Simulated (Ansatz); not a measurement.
# AlBF₂H₂O: a ladder of functionals and wavefunction methods

How much do the methods differ for AlBF₂H₂O? The plan is to run it at one geometry with functionals of several rungs and with coupled cluster. The yardstick is the atomisation energy at the CCSD(T) limit.

The runs use Ansatz 0.2.0, Gaussian basis; functionals in def2-TZVPP, the program's frozen cores in correlated methods.

Levels to be run: LDA (SPW92), PBE-D4, revPBE-D4, BLYP-D4, r2SCAN-D4, B97M-V, PBE0-D4, B3LYP-D4, r2SCANh-D4, r2SCAN0-D4, HSE06-D4, BHLYP-D4, CAM-B3LYP-D4, LC-ωPBE, ωB97X-V, ωB97M-V, B2PLYP, PBE-QIDH; CCSD(T)/def2-SVP; CCSD(T)/def2-TZVPP; MP2/def2-QZVPP; extrapolation to the limit; RPA on PBE.

## 1. Structure used throughout

The geometry comes from an earlier relaxation with PBE0-D4 in a triple-zeta def2 set; it is a stationary point, not always the lowest conformer.

SMILES `O[B](F)[AlH][F]`, 7 atoms, charge 0, spin multiplicity 1.

Atoms are counted from 1 here; the program's logs count them from 0.

Bond lengths: O1–B2 1.351 Å, O1–H6 0.961 Å, B2–F3 1.331 Å, B2–Al4 2.153 Å, Al4–F5 1.661 Å, Al4–H7 1.580 Å. Angles: B2–O1–H6 113.4°, O1–B2–F3 115.5°, O1–B2–Al4 122.4°, F3–B2–Al4 122.1°, B2–Al4–F5 111.0°, B2–Al4–H7 132.2°, F5–Al4–H7 116.8°.

## 2. LDA

This LDA is Slater exchange with PW92 correlation.

Contents of in.yaml:

```yaml
crystal:
  periodic: [false, false, false]
  atoms:
    - {symbol: O, position_ang: [0.462323, -0.166470, 1.769031]}
    - {symbol: B, position_ang: [0.511791, -0.675564, 0.519094]}
    - {symbol: F, position_ang: [1.170834, -1.824803, 0.394489]}
    - {symbol: Al, position_ang: [-0.411452, 0.301592, -1.162145]}
    - {symbol: F, position_ang: [-1.152669, 1.713102, -0.697832]}
    - {symbol: H, position_ang: [-0.019895, 0.662342, 1.825023]}
    - {symbol: H, position_ang: [-0.499632, -0.078199, -2.693261]}
basis:
  gaussian: {orbitals: def2-TZVPP}
hamiltonian: {xc: lda}
output: {orbitals: {seedname: orbitals}}
```

Started as:

```console
ansatz run in.yaml --threads 2 --pin off --events-out ev --progress --plain --max-ram 4352MiB
```

The runs that follow: PBE-D4 (GGA); revPBE-D4 (GGA); BLYP-D4 (GGA); r2SCAN-D4 (meta-GGA); B97M-V (meta-GGA); PBE0-D4 (hybrid); B3LYP-D4 (hybrid); r2SCANh-D4 (hybrid); r2SCAN0-D4 (hybrid); HSE06-D4 (hybrid); BHLYP-D4 (hybrid); CAM-B3LYP-D4 (range-separated); LC-ωPBE (range-separated); ωB97X-V (range-separated); ωB97M-V (range-separated); B2PLYP (double hybrid); PBE-QIDH (double hybrid); CCSD(T) in def2-SVP; CCSD(T) in def2-TZVPP; MP2 in def2-QZVPP; RPA on PBE orbitals.

**Question.** What will the summary of the whole plan be? Wanted: atomisation energy, CCSD(T)/CBS; farthest beyond LDA; mean size of error, GGA; mean size of error, meta-GGA; mean size of error, hybrid; mean size of error, range-separated; mean size of error, double hybrid; gap, smallest and largest; T1 diagnostic.

The runs gave:

```
                               quantity                                                                value
        atomisation energy, CCSD(T)/CBS                                                            28.827 eV
    functionals within 0.144 eV (0.5 %)  BLYP-D4, r2SCAN-D4, B97M-V, CAM-B3LYP-D4, LC-ωPBE, ωB97X-V, ωB97M-V
                    farthest beyond LDA                                                 BHLYP-D4 (-1.319 eV)
                mean size of error, GGA                                                             0.325 eV
           mean size of error, meta-GGA                                                             0.086 eV
             mean size of error, hybrid                                                             0.511 eV
    mean size of error, range-separated                                                             0.051 eV
      mean size of error, double hybrid                                                             0.343 eV
              gap, smallest and largest                            3.63 eV (LDA (SPW92)), 10.64 eV (LC-ωPBE)
                          T1 diagnostic                                                               0.0140
triples share of the correlation energy                                                                3.1 %
```

**Reading.** The LDA atomisation energy is off by 4.308 eV (15 %): it overbinds. PBE-D4 misses by +0.488 eV. Double hybrids carry the basis error of their MP2 part in triple zeta, and no dispersion term here, so their miss is partly the set-up's. The rungs range-separated, meta-GGA miss on average by less than the doubt on the reference (0.144 eV), so they tie; hybrid functionals have the largest mean beyond LDA (0.511 eV), BHLYP with half exact exchange included. The reference freezes the cores and leaves out relativity and excitations past (T), so misses under about 0.144 eV can't be ranked. Hartree-Fock recovers 74 % of the binding; the rest is correlation. CCSD(T) in def2-SVP is off by -1.636 eV, which most functionals beat. Orbital gaps span 3.6 to 10.6 eV; exact exchange widens them.
